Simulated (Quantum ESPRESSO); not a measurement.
# HfZr2S4 (P-4m2) in Quantum ESPRESSO: reference runs

How does HfZr2S4 come out in PBE? The cell is run as given.

Program: Quantum ESPRESSO 7.5. These are calculated values, not measurements. Logs are shortened: lines on timing, memory, paths and dates and some standing lists are left out, and cuts for length are marked.

## Step 1: Starting point

Symmetry: P-4m2, No. 115, tetragonal system. Conventional cell: a = 4.142 Å, b = 4.142 Å, c = 9.077 Å, α = 90.00°, β = 90.00°, γ = 90.00°. Zr (site symmetry 2mm) has 2 Hf at 3.02 Å and 8 S at 3.03 to 3.13 Å as nearest neighbours. Hf (site symmetry -4m2) has 4 S at 2.51 Å as nearest neighbours. S (site symmetry 2mm) has 2 Hf at 2.51 Å as nearest neighbours. S (site symmetry -4m2) is surrounded by 4 S at 2.93 Å and 4 Zr at 3.13 Å. S (site symmetry -4m2) is surrounded by 4 S at 2.93 Å and 4 Zr at 3.13 Å.

The cell was built by a generator and needn't be a form met in nature.

## Step 2: Single point, PBE

File pw.in:

```
&CONTROL
  calculation = 'scf'
  prefix = 'pwscf'
  outdir = './tmp'
  pseudo_dir = './pseudo'
  tprnfor = .true.
  tstress = .true.
  disk_io = 'nowf'
/
&SYSTEM
  ibrav = 0
  nat = 7
  ntyp = 3
  ecutwfc = 60
  ecutrho = 440
  nbnd = 40
  occupations = 'smearing'
  smearing = 'fd'
  degauss = 0.00367493
/
&ELECTRONS
  conv_thr = 1.4d-09
  electron_maxstep = 120
  mixing_beta = 0.5
/
ATOMIC_SPECIES
Zr    91.2240 Zr_pbe_v1.uspp.F.UPF
Hf   178.4900 Hf-sp.oncvpsp.upf
S     32.0600 s_pbe_v1.4.uspp.F.UPF
CELL_PARAMETERS angstrom
   4.1419389800    0.0000000000    0.0000000000
   0.0000000000    4.1419389800    0.0000000000
   0.0000000000    0.0000000000    9.0774848300
ATOMIC_POSITIONS crystal
Zr     0.5000000000    0.0000000000    0.2415856900
Zr     0.0000000000    0.5000000000    0.7584143100
Hf     0.5000000000    0.5000000000    0.0000000000
S      0.5000000000    0.0000000000    0.8439167100
S      0.0000000000    0.5000000000    0.1560832900
S      0.5000000000    0.5000000000    0.5000000000
S      0.0000000000    0.0000000000    0.5000000000
K_POINTS automatic
7 7 3 0 0 0
```

Potentials or basis: SSSP 1.3 efficiency PBE.

Run with:

```bash
> OMP_NUM_THREADS=1 pw.x -in pw.in > pw.out
```

pw.out:

```text
This program is part of the open-source Quantum ESPRESSO suite
     for quantum simulation of materials; please cite
[... 9 lines left out ...]
     --------------------
     sticks:   dense  smooth     PW     G-vecs:    dense   smooth      PW
     Sum        2145    1177    333               163763    66013    9961

     Using Slab Decomposition

     bravais-lattice index     =            0
     lattice parameter (alat)  =       7.8271  a.u.
     unit-cell volume          =    1050.9197 (a.u.)^3
     number of atoms/cell      =            7
     number of atomic types    =            3
     number of electrons       =        60.00
     number of Kohn-Sham states=           40
     kinetic-energy cutoff     =      60.0000  Ry
     charge density cutoff     =     440.0000  Ry
     scf convergence threshold =      1.4E-09
     mixing beta               =       0.5000
     number of iterations used =            8  plain     mixing
     Exchange-correlation=  SLA  PW   PBX  PBC
                           (   1   4   3   4   0   0   0)

     celldm(1)=   7.827130  celldm(2)=   0.000000  celldm(3)=   0.000000
     celldm(4)=   0.000000  celldm(5)=   0.000000  celldm(6)=   0.000000

     crystal axes: (cart. coord. in units of alat)
               a(1) = (   1.000000   0.000000   0.000000 )
               a(2) = (   0.000000   1.000000   0.000000 )
               a(3) = (   0.000000   0.000000   2.191603 )

     reciprocal axes: (cart. coord. in units 2 pi/alat)
               b(1) = (  1.000000  0.000000  0.000000 )
               b(2) = (  0.000000  1.000000  0.000000 )
               b(3) = (  0.000000  0.000000  0.456287 )

     PseudoPot. # 1 for Zr read from file:
     Zr_pbe_v1.uspp.F.UPF
     Pseudo is Ultrasoft + core correction, Zval = 12.0
     Generated by new atomic code, or converted to UPF format
     Using radial grid of  887 points,  6 beta functions with:
                l(1) =   0
                l(2) =   0
                l(3) =   1
                l(4) =   1
                l(5) =   2
                l(6) =   2
     Q(r) pseudized with  6 coefficients,  rinner =    1.200   1.200   1.200
                                                       1.200   1.200

     PseudoPot. # 2 for Hf read from file:
     Hf-sp.oncvpsp.upf
     Pseudo is Norm-conserving + core correction, Zval = 12.0
     Generated using ONCVPSP code by D. R. Hamann
     Using radial grid of 1656 points,  8 beta functions with:
                l(1) =   0
                l(2) =   0
                l(3) =   1
                l(4) =   1
                l(5) =   2
                l(6) =   2
                l(7) =   3
                l(8) =   3

     PseudoPot. # 3 for S  read from file:
     s_pbe_v1.4.uspp.F.UPF
     Pseudo is Ultrasoft + core correction, Zval =  6.0
     Generated by new atomic code, or converted to UPF format
     Using radial grid of  907 points,  6 beta functions with:
                l(1) =   0
                l(2) =   0
                l(3) =   1
                l(4) =   1
                l(5) =   2
                l(6) =   2
     Q(r) pseudized with  8 coefficients,  rinner =    1.300   1.300   1.300
                                                       1.300   1.300

     atomic species   valence    mass     pseudopotential
     Zr               12.00    91.22400     Zr( 1.00)
     Hf               12.00   178.49000     Hf( 1.00)
     S                 6.00    32.06000     S ( 1.00)

      8 Sym. Ops. (no inversion) found

   Cartesian axes

     site n.     atom                  positions (alat units)
         1        Zr     tau(   1) = (   0.5000000   0.0000000   0.5294599  )
         2        Zr     tau(   2) = (   0.0000000   0.5000000   1.6621429  )
         3        Hf     tau(   3) = (   0.5000000   0.5000000   0.0000000  )
         4        S      tau(   4) = (   0.5000000   0.0000000   1.8495302  )
         5        S      tau(   5) = (   0.0000000   0.5000000   0.3420726  )
         6        S      tau(   6) = (   0.5000000   0.5000000   1.0958014  )
         7        S      tau(   7) = (   0.0000000   0.0000000   1.0958014  )

     number of k points=    20  Fermi-Dirac smearing, width (Ry)=  0.0037
                       cart. coord. in units 2pi/alat
        k(    1) = (   0.0000000   0.0000000   0.0000000), wk =   0.0136054
        k(    2) = (   0.0000000   0.0000000   0.1520957), wk =   0.0272109
        k(    3) = (   0.0000000   0.1428571   0.0000000), wk =   0.0544218
        k(    4) = (   0.0000000   0.1428571   0.1520957), wk =   0.1088435
        k(    5) = (   0.0000000   0.2857143   0.0000000), wk =   0.0544218
        k(    6) = (   0.0000000   0.2857143   0.1520957), wk =   0.1088435
[... 12 lines left out ...]
        k(   19) = (   0.4285714   0.4285714   0.0000000), wk =   0.0544218
        k(   20) = (   0.4285714   0.4285714   0.1520957), wk =   0.1088435

     Dense  grid:   163763 G-vectors     FFT dimensions: (  54,  54, 120)

     Smooth grid:    66013 G-vectors     FFT dimensions: (  40,  40,  90)

     Initial potential from superposition of free atoms

     starting charge      59.9937, renormalised to      60.0000

     negative rho (up, down):  1.238E-01 0.000E+00
     Starting wfcs are   52 randomized atomic wfcs

     Self-consistent Calculation

     iteration #  1     ecut=    60.00 Ry     beta= 0.50
     Davidson diagonalization with overlap
     ethr =  1.00E-02,  avg # of iterations =  2.0

     Threshold (ethr) on eigenvalues was too large:
     Diagonalizing with lowered threshold

     Davidson diagonalization with overlap
     ethr =  6.69E-04,  avg # of iterations =  2.1

     negative rho (up, down):  1.245E-01 0.000E+00

     total energy              =    -407.52565833 Ry
     estimated scf accuracy    <       0.41461717 Ry

     iteration #  2     ecut=    60.00 Ry     beta= 0.50
     Davidson diagonalization with overlap
     ethr =  6.91E-04,  avg # of iterations =  5.3

     negative rho (up, down):  1.238E-01 0.000E+00

     total energy              =    -407.49302335 Ry
     estimated scf accuracy    <       1.32921781 Ry

     iteration #  3     ecut=    60.00 Ry     beta= 0.50
     Davidson diagonalization with overlap
     ethr =  6.91E-04,  avg # of iterations =  3.0

     negative rho (up, down):  1.238E-01 0.000E+00

     total energy              =    -407.64773097 Ry
     estimated scf accuracy    <       0.48551091 Ry

     iteration #  4     ecut=    60.00 Ry     beta= 0.50
     Davidson diagonalization with overlap
     ethr =  6.91E-04,  avg # of iterations =  2.5

     negative rho (up, down):  1.237E-01 0.000E+00

     total energy              =    -407.69338517 Ry
     estimated scf accuracy    <       0.02157155 Ry

     iteration #  5     ecut=    60.00 Ry     beta= 0.50
     Davidson diagonalization with overlap
     ethr =  3.60E-05,  avg # of iterations =  5.0

     negative rho (up, down):  1.238E-01 0.000E+00

     total energy              =    -407.69625882 Ry
     estimated scf accuracy    <       0.01467005 Ry

     iteration #  6     ecut=    60.00 Ry     beta= 0.50
     Davidson diagonalization with overlap
     ethr =  2.45E-05,  avg # of iterations =  2.1
[... 33 lines left out ...]
     iteration # 10     ecut=    60.00 Ry     beta= 0.50
     Davidson diagonalization with overlap
     ethr =  5.08E-09,  avg # of iterations =  4.2

     negative rho (up, down):  1.239E-01 0.000E+00

     total energy              =    -407.69742505 Ry
     estimated scf accuracy    <       0.00000150 Ry

     iteration # 11     ecut=    60.00 Ry     beta= 0.50
     Davidson diagonalization with overlap
     ethr =  2.51E-09,  avg # of iterations =  4.0

     negative rho (up, down):  1.239E-01 0.000E+00

     total energy              =    -407.69742536 Ry
     estimated scf accuracy    <       0.00000006 Ry

     iteration # 12     ecut=    60.00 Ry     beta= 0.50
     Davidson diagonalization with overlap
     ethr =  9.24E-11,  avg # of iterations =  4.8

     negative rho (up, down):  1.239E-01 0.000E+00

     total energy              =    -407.69742538 Ry
     estimated scf accuracy    <          8.0E-09 Ry

     iteration # 13     ecut=    60.00 Ry     beta= 0.50
     Davidson diagonalization with overlap
     ethr =  1.33E-11,  avg # of iterations =  3.9

     negative rho (up, down):  1.239E-01 0.000E+00

     End of self-consistent calculation

          k = 0.0000 0.0000 0.0000 (  8247 PWs)   bands (ev):

   -51.8625 -40.1397 -40.1392 -20.7016 -20.7016 -20.5883 -18.1786 -18.1786
   -18.0964 -18.0964 -18.0553 -18.0199  -4.4597  -3.8564  -3.6621  -0.8762
     4.3672   4.4566   5.0918   5.0918   5.9984   5.9984   6.2008   6.2008
     6.8110   7.4036   8.1259   9.6550   9.8708  10.0214  10.0556  10.0556
    10.5835  10.6939  10.9576  10.9576  11.2926  11.5985  11.5985  11.6457

          k = 0.0000 0.0000 0.1521 (  8274 PWs)   bands (ev):

   -51.8625 -40.1397 -40.1392 -20.7016 -20.7016 -20.5883 -18.1786 -18.1786
   -18.0964 -18.0964 -18.0531 -18.0221  -4.3918  -4.0274  -3.5606  -0.8758
     4.1009   5.0221   5.0969   5.0969   5.9913   5.9913   6.1983   6.1983
     6.2598   7.1623   8.7554   9.7530   9.8831   9.9046  10.0423  10.0423
    10.5586  10.7148  11.0574  11.0574  11.3430  11.5299  11.5500  11.5500

          k = 0.0000 0.1429 0.0000 (  8283 PWs)   bands (ev):

   -51.8624 -40.1394 -40.1390 -20.7113 -20.7009 -20.5881 -18.1860 -18.1780
   -18.1032 -18.0957 -18.0517 -18.0201  -4.3704  -3.8288  -3.5694  -1.0714
     4.3527   4.5888   4.8818   5.0393   5.8736   6.0335   6.1200   6.1688
     6.8613   7.3630   8.5206   9.5746   9.6555   9.7702   9.9993  10.2550
    10.5408  10.6474  10.8558  11.0000  11.2738  11.6953  11.7935  12.1914

          k = 0.0000 0.1429 0.1521 (  8262 PWs)   bands (ev):

   -51.8624 -40.1394 -40.1390 -20.7113 -20.7009 -20.5881 -18.1860 -18.1780
   -18.1033 -18.0957 -18.0497 -18.0220  -4.3117  -3.9612  -3.4973  -1.0712
     4.2190   4.7132   5.0447   5.0999   5.8152   6.0293   6.1244   6.1611
     6.5210   7.3325   8.8773   9.4872   9.6428   9.7734   9.9838  10.2389
    10.4207  10.5618  10.8958  11.2491  11.3743  11.6881  11.7635  12.1488

          k = 0.0000 0.2857 0.0000 (  8247 PWs)   bands (ev):

   -51.8621 -40.1388 -40.1385 -20.7328 -20.6995 -20.5880 -18.2026 -18.1766
   -18.1174 -18.0942 -18.0435 -18.0217  -4.1514  -3.7762  -3.2903  -1.5762
     4.0554   4.5441   4.9246   4.9663   5.6169   5.7838   6.4709   6.5533
     6.9847   7.2217   8.8898   8.9835   9.3213   9.6728   9.8863  10.0220
    10.4536  10.5443  10.6610  11.4255  11.8186  12.0985  12.1474  12.3662

          k = 0.0000 0.2857 0.1521 (  8261 PWs)   bands (ev):

   -51.8622 -40.1388 -40.1385 -20.7328 -20.6995 -20.5880 -18.2026 -18.1766
   -18.1177 -18.0941 -18.0420 -18.0229  -4.1167  -3.8300  -3.2728  -1.5771
     4.1347   4.5319   4.8715   4.9302   5.6638   5.7783   6.4799   6.5440
     6.8948   7.2984   8.9349   8.9782   9.2251   9.6723   9.8434  10.1972
    10.2347  10.5461  10.8225  11.2243  11.8048  12.0937  12.2997  12.5628
[... 83 lines left out ...]
   -51.8616 -40.1373 -40.1373 -20.7472 -20.7292 -20.5874 -18.2124 -18.1980
   -18.1348 -18.0976 -18.0302 -18.0251  -3.8284  -3.7442  -2.6063  -2.1932
     3.7604   4.4167   4.8445   5.0520   5.2743   5.4866   5.8102   6.0905
     6.9170   6.9971   9.1334   9.3204   9.8930  10.1724  10.2854  10.6090
    10.8273  11.1133  11.2812  11.4599  11.6678  12.0586  12.1991  12.4826

          k = 0.2857 0.4286 0.1521 (  8247 PWs)   bands (ev):

   -51.8616 -40.1374 -40.1373 -20.7472 -20.7292 -20.5874 -18.2124 -18.1980
   -18.1345 -18.0981 -18.0299 -18.0253  -3.8241  -3.7481  -2.6068  -2.1937
     3.7264   4.3829   4.9236   5.0394   5.3304   5.4563   5.8186   6.1830
     6.8822   6.9139   9.2278   9.2905   9.8185  10.1623  10.3695  10.4654
    10.7991  11.0113  11.0866  11.5248  11.7154  12.1494  12.3248  12.5471

          k = 0.4286 0.4286 0.0000 (  8244 PWs)   bands (ev):

   -51.8614 -40.1369 -40.1368 -20.7459 -20.7459 -20.5873 -18.2112 -18.2097
   -18.1412 -18.0971 -18.0274 -18.0255  -3.7646  -3.7389  -2.4082  -2.2485
     3.7503   4.3385   4.6024   4.7951   5.1017   5.4564   6.0245   6.0824
     6.8406   6.8746   9.1582   9.2818  10.4159  10.5227  10.6039  10.7656
    11.1006  11.4354  11.4912  11.5578  11.5847  11.9048  12.0476  12.1496

          k = 0.4286 0.4286 0.1521 (  8252 PWs)   bands (ev):

   -51.8614 -40.1369 -40.1368 -20.7459 -20.7459 -20.5873 -18.2108 -18.2101
   -18.1406 -18.0977 -18.0273 -18.0256  -3.7633  -3.7401  -2.4083  -2.2485
     3.7213   4.2970   4.6251   4.7370   5.1669   5.5520   6.0599   6.2210
     6.7141   6.7988   9.1229   9.1416  10.1801  10.6547  10.8320  10.9281
    11.0786  11.3149  11.4829  11.5115  11.7459  11.9412  12.0516  12.1645

     the Fermi energy is    10.0498 ev

!    total energy              =    -407.69742538 Ry
     estimated scf accuracy    <          8.5E-10 Ry
     smearing contrib. (-TS)   =      -0.00425991 Ry
     internal energy E=F+TS    =    -407.69316547 Ry

     The total energy is F=E-TS. E is the sum of the following terms:
     one-electron contribution =     -98.64527105 Ry
     hartree contribution      =      70.50719744 Ry
     xc contribution           =     -97.50069922 Ry
     ewald contribution        =    -282.05439264 Ry

     convergence has been achieved in  13 iterations

     negative rho (up, down):  1.239E-01 0.000E+00

     Forces acting on atoms (cartesian axes, Ry/au):

     atom    1 type  1   force =     0.00000000    0.00000000    0.14805243
     atom    2 type  1   force =     0.00000000    0.00000000   -0.14805243
     atom    3 type  2   force =     0.00000000    0.00000000    0.00000000
     atom    4 type  3   force =     0.00000000    0.00000000   -0.02713632
     atom    5 type  3   force =     0.00000000    0.00000000    0.02713632
     atom    6 type  3   force =     0.00000000    0.00000000    0.00000000
     atom    7 type  3   force =     0.00000000    0.00000000    0.00000000

     Total force =     0.212866     Total SCF correction =     0.000101

     Computing stress (Cartesian axis) and pressure

     negative rho (up, down):  1.239E-01 0.000E+00
          total   stress  (Ry/bohr**3)                   (kbar)     P=      -81.61
  -0.00070682   0.00000000   0.00000000         -103.98        0.00        0.00
   0.00000000  -0.00070682   0.00000000            0.00     -103.98        0.00
   0.00000000   0.00000000  -0.00025067            0.00        0.00      -36.88

=------------------------------------------------------------------------------=
   JOB DONE.
=------------------------------------------------------------------------------=
```

Run time: 3.2 min. Hardware: 1 thread of Intel Xeon Platinum 8488C (Sapphire Rapids), shared host; peak memory 0.8 GiB.

Results:

- Free energy: -5547.0061 eV
- Pressure: -8.2 GPa
- Largest force: 3.807 eV/Å
- Band gap on the k mesh: none (metal or under the smearing width)

Forces in eV/Å, atoms in the order of the input:
```
Zr   0.000  0.000  3.807
Zr   0.000  0.000 -3.807
Hf   0.000  0.000  0.000
S    0.000  0.000 -0.698
S    0.000  0.000  0.698
S    0.000  0.000  0.000
S    0.000  0.000  0.000
```

Levels at points of the mesh, in eV from the Fermi level:
```csv
k point,band 26,band 27,band 28,band 29,band 30,band 31,band 32,band 33,band 34,band 35
"(0.00, 0.00, 0.00)",-2.65,-1.92,-0.39,-0.18,-0.03,0.01,0.01,0.53,0.64,0.91
```

Caveat: forces of over 1 eV/Å show positions far from the minimum, so gaps and moduli don't describe the material at rest.
